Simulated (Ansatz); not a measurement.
**CH₇BGe: small, medium and large basis sets**

Aim: see how fast density functionals converge with the basis set for CH₇BGe.

Computed with Ansatz 0.2.0, Gaussian basis. Level: one geometry, several basis sets.

Plan: PBE0-D4/def2-SVP; ωB97M-V/def2-SVP; PBE0-D4/def2-QZVPP; ωB97M-V/def2-QZVPP; the functionals' def2-TZVPP values are taken from earlier runs.

### 1 Structure used throughout

The geometry comes from an earlier relaxation with PBE0-D4/def2-TZVP; it is a stationary point, not always the lowest conformer.

SMILES `[BH2][GeH2][CH3]`, 10 atoms, charge 0, spin multiplicity 1.

Atoms are counted from 1 here; the program's logs count them from 0.

Bond lengths: B1–Ge2 2.058 Å, B1–H4 1.196 Å, B1–H5 1.195 Å, Ge2–C3 1.959 Å, Ge2–H6 1.546 Å, Ge2–H7 1.547 Å, C3–H8 1.091 Å, C3–H9 1.090 Å, C3–H10 1.091 Å. Angles: Ge2–B1–H4 122.3°, Ge2–B1–H5 119.9°, H4–B1–H5 117.8°, B1–Ge2–C3 115.1°, B1–Ge2–H6 109.1°, B1–Ge2–H7 108.3°, C3–Ge2–H6 109.2°, C3–Ge2–H7 109.0°, H6–Ge2–H7 105.9°, Ge2–C3–H8 110.2°, Ge2–C3–H9 110.7°, Ge2–C3–H10 110.2°, H8–C3–H9 108.6°, H8–C3–H10 108.4°, H9–C3–H10 108.6°.

### 2 PBE0-D4 in def2-SVP

in.yaml reads:

```yaml
crystal:
  periodic: [false, false, false]
  atoms:
    - {symbol: B, position_ang: [-1.172889, 0.483702, -1.419514]}
    - {symbol: Ge, position_ang: [0.124739, 0.668445, 0.167543]}
    - {symbol: C, position_ang: [0.776924, -1.023831, 0.906992]}
    - {symbol: H, position_ang: [-1.470189, -0.578369, -1.882000]}
    - {symbol: H, position_ang: [-1.652000, 1.461262, -1.913436]}
    - {symbol: H, position_ang: [-0.562226, 1.481222, 1.289566]}
    - {symbol: H, position_ang: [1.333758, 1.518239, -0.290738]}
    - {symbol: H, position_ang: [-0.058644, -1.623817, 1.270382]}
    - {symbol: H, position_ang: [1.462578, -0.844508, 1.735726]}
    - {symbol: H, position_ang: [1.301151, -1.593444, 0.138279]}
basis:
  gaussian: {orbitals: def2-SVP}
hamiltonian: {xc: pbe0, dispersion: d4}
output: {orbitals: {seedname: orbitals}}
```

Started as:

```console
$ ansatz run in.yaml --threads 2 --pin off --events-out ev --progress --plain --max-ram 4352MiB
```

After this run come: ωB97M-V in def2-SVP; PBE0-D4 in def2-QZVPP; ωB97M-V in def2-QZVPP.

Before running them: what should the planned runs give, taken together? Wanted: PBE0-D4: double and triple zeta above quadruple; ωB97M-V: double and triple zeta above quadruple.

**Answer**, as computed:

```
                                       quantity           value
PBE0-D4: double and triple zeta above quadruple  10.47, 1.33 eV
ωB97M-V: double and triple zeta above quadruple  10.61, 1.30 eV
```

PBE0-D4 gains 9.14 eV from double to triple zeta, then 1.33 eV more. These are total energies; as a rule much of such shifts cancels in differences, which this series doesn't test.
